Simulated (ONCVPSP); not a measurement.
# An ONCV potential for iron, from input to tests

Task: generate the file, and judge it by its errors in other configurations, its logarithmic derivatives, its ghosts and its cutoff.

Method: ONCVPSP 4.0.1, PBEsol, scalar-relativistic.

## Step 1: The design

The settings as typed:

```
element                 : iron (Fe, Z = 26)
type                    : optimised norm-conserving Vanderbilt (ONCV)
frozen core             : [Ne]
valence charge          : 16
reference configuration : 3s2 3p6 3d5 (charge +3)
partial waves           : 3s: rc 0.80 bohr, ncon 4, nbas 8, qcut 7.1 1/bohr, 2 projectors, debl 3.3 Ha; 3p: rc 0.80 bohr, ncon 4, nbas 7, qcut 9.3 1/bohr, 2 projectors, debl 0.9 Ha; 3d: rc 0.80 bohr, ncon 3, nbas 6, qcut 10.7 1/bohr, local
local potential         : the d channel
core correction         : polynomial model core, fcfact 0.65
```

The nodes and maxima of the atom's own shells, from an earlier all-electron run, set the scale for the radii.

All-electron outer shells of the reference configuration (PBEsol, scalar-relativistic, ld1.x):

```json
{"shell": "3s", "level (eV)": "-130.87", "outermost node (bohr)": "0.33", "outermost maximum (bohr)": "0.70"}
{"shell": "3p", "level (eV)": "-96.80", "outermost node (bohr)": "0.30", "outermost maximum (bohr)": "0.71"}
{"shell": "3d", "level (eV)": "-43.18", "outermost node (bohr)": "–", "outermost maximum (bohr)": "0.69"}
{"shell": "4s", "level (eV)": "-31.02", "outermost node (bohr)": "0.98", "outermost maximum (bohr)": "2.02"}
{"shell": "4p", "level (eV)": "-23.85", "outermost node (bohr)": "1.05", "outermost maximum (bohr)": "2.29"}
```

## Step 2: Generating the potential

The input, Fe.dat:

```
# ATOM AND REFERENCE CONFIGURATION
# atsym  z   nc   nv     iexc    psfile
  Fe 26.00    3    3  -116133      upf
#
#   n    l    f
    1    0    2.00
    2    0    2.00
    2    1    6.00
    3    0    2.00
    3    1    6.00
    3    2    5.00
#
# PSEUDOPOTENTIAL AND OPTIMIZATION
# lmax
    2
#
#   l,   rc,      ep,       ncon, nbas, qcut
    0    0.80    0.00    4    8    7.10
    1    0.80    0.00    4    7    9.30
    2    0.80    0.00    3    6   10.70
#
# LOCAL POTENTIAL
# lloc, lpopt,  rc(5),   dvloc0
    2    5    0.80    0.00
#
# VANDERBILT-KLEINMAN-BYLANDER PROJECTORs
# l, nproj, debl
    0    2    3.30
    1    2    0.90
    2    0    2.30
#
# MODEL CORE CHARGE
# icmod, fcfact, rcfact
    1    0.65    0.00
#
# LOG DERIVATIVE ANALYSIS
# epsh1, epsh2, depsh
   -6.00    5.00    0.04
#
# OUTPUT GRID
# rlmax, drl
    6.00    0.01
#
# TEST CONFIGURATIONS
# ncnf
    4
# nvcnf
#   n    l    f
    4
    3    0    2.00
    3    1    6.00
    3    2    6.00
    4    0    2.00
#
    4
    3    0    2.00
    3    1    6.00
    3    2    6.00
    4    0    1.00
#
    3
    3    0    2.00
    3    1    6.00
    3    2    6.00
#
    5
    3    0    2.00
    3    1    6.00
    3    2    5.00
    4    0    2.00
    4    1    1.00
#
```

Command:

```bash
$ oncvpsp.x < Fe.dat > Fe.out
```

**Question.** What will these runs give? Wanted: cutoffs; bound ghosts; GHOST(+) flags; largest test error; largest phase difference near zero energy, channels read; rms error of d²Exc/dn², without and with the model core; projector energies reset by the program.

As calculated:

| quantity | value |
| --- | --- |
| cutoffs | not determined |
| bound ghosts | s at -2149.79 eV |
| GHOST(+) flags | s at 1170 eV |
| largest test error (AE − PS) | +3.1 meV, for 3s2 3p6 3d6 (1 test unsolved) |
| largest phase difference near zero energy, channels read | 0.011 rad |
| rms error of d²Exc/dn², without and with the model core | 3.10 and 1.60 mHa |
| projector energies reset by the program | s: -4.809, 0.250 Ha; p: -3.557, 0.250 Ha |

A bound ghost (s) makes it unfit for use: electrons can fall into a state that the atom doesn't have. The worst unpolarised test, 3s2 3p6 3d6, is off by 3.1 meV on 34.2 eV; by total energies transferability rates as very good where solved. Atomic tests can pass in spite of a ghost, since they solve only for the levels asked. Of the tests 1 gave no usable energy difference, which is a warning in itself. Near zero energy the phases of the channels with partial waves agree within 0.011 rad. The program also flags highly localised states, GHOST(+) (s). These are tests on the free atom; a crystal test is still owed.
